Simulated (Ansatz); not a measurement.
# AsH3 (singlet): wave-function methods side by side at a displaced geometry (v1), cc-pVDZ

One table from this session's results is given with a row withheld; the runs are named, their logs left out.

Computed with Ansatz 0.2.0, Gaussian basis. Level: cc-pVDZ, core rule «outside noble gas», up to 14 orbitals frozen.

Plan: UHF; CCSD(T) on RHF; BCCD(T) on RHF; CISD; CCSDT(Q) on RHF; CCSDTQ on RHF; CASSCF and MRCISD+Q, 8 electrons in 7 orbitals; CASSCF and NEVPT2, 8 electrons in 7 orbitals.

14 further runs of the same task are left out: 6 that didn't finish, 8 set aside as unsound or not needed.

## The system

The geometry is a PBE0/def2-TZVP stationary point (not a proven minimum) with its atoms shifted at random (size 0.040 Å). No spin-orbit coupling is included. The filled d shell of As may be among the frozen orbitals whatever the setting's name suggests; the logs give the count.

4 atoms, charge 0, spin multiplicity 1.

Atoms are counted from 1 here; the program's logs count them from 0.

Bond lengths: As1–H2 1.515 Å, As1–H3 1.505 Å, As1–H4 1.547 Å. Angles: H2–As1–H3 92.3°, H2–As1–H4 94.0°, H3–As1–H4 95.2°.

Geometry (Å):

```xyz
4
charge 0, multiplicity 1
As    0.00030   -0.00008   -0.03173
H     1.25858   -0.00225    0.81150
H    -0.60161    1.12989    0.75899
H    -0.67939   -1.12187    0.78775
```

Set-up of the first run:

in.yaml reads:

```yaml
crystal:
  periodic: [false, false, false]
  atoms:
    - {symbol: As, position_ang: [0.000302, -0.000078, -0.031726]}
    - {symbol: H, position_ang: [1.258580, -0.002245, 0.811504]}
    - {symbol: H, position_ang: [-0.601607, 1.129892, 0.758985]}
    - {symbol: H, position_ang: [-0.679385, -1.121866, 0.787750]}
basis:
  gaussian: {orbitals: cc-pVDZ}
magnetization: {spin_polarized: true, initial_magnetization: 0}
hamiltonian: {xc: hf}
output: {orbitals: {seedname: orbitals}}
```

On the command line:

```
> ansatz run in.yaml --threads 1 --pin off --events-out ev --progress --plain --max-ram 2393MiB
```

Among the steps run: UHF; CCSD(T) on RHF; BCCD(T) on RHF; CISD; CCSDT(Q) on RHF; CCSDTQ on RHF; CASSCF and MRCISD+Q, 8 electrons in 7 orbitals; CASSCF and NEVPT2, 8 electrons in 7 orbitals.

One of the session's tables, all rows but one given; the rest of the session is left out.

It belongs to the step «Misses and costs». 

```
          method  from RCCSDTQ (kcal/mol)
             RHF                   +97.69
            RMP2                   +19.96
            CISD                    +7.23
           RCCSD                    +2.48
        RCCSD(T)                    +0.45
         BCCD(T)                    +0.44
          RCCSDT                    +0.10
       RCCSDT(Q)                    +0.01
         RCCSDTQ                        0
  CASSCF valence                   +65.41
  NEVPT2 valence                   +16.22
  MRCISD valence                    +3.04
MRCISD+Q valence                        ?
```

Q: Estimate the row for MRCISD+Q valence from the others.

**Answer.** from RCCSDTQ (kcal/mol): -0.08. In the column «from RCCSDTQ (kcal/mol)» it is the lowest.
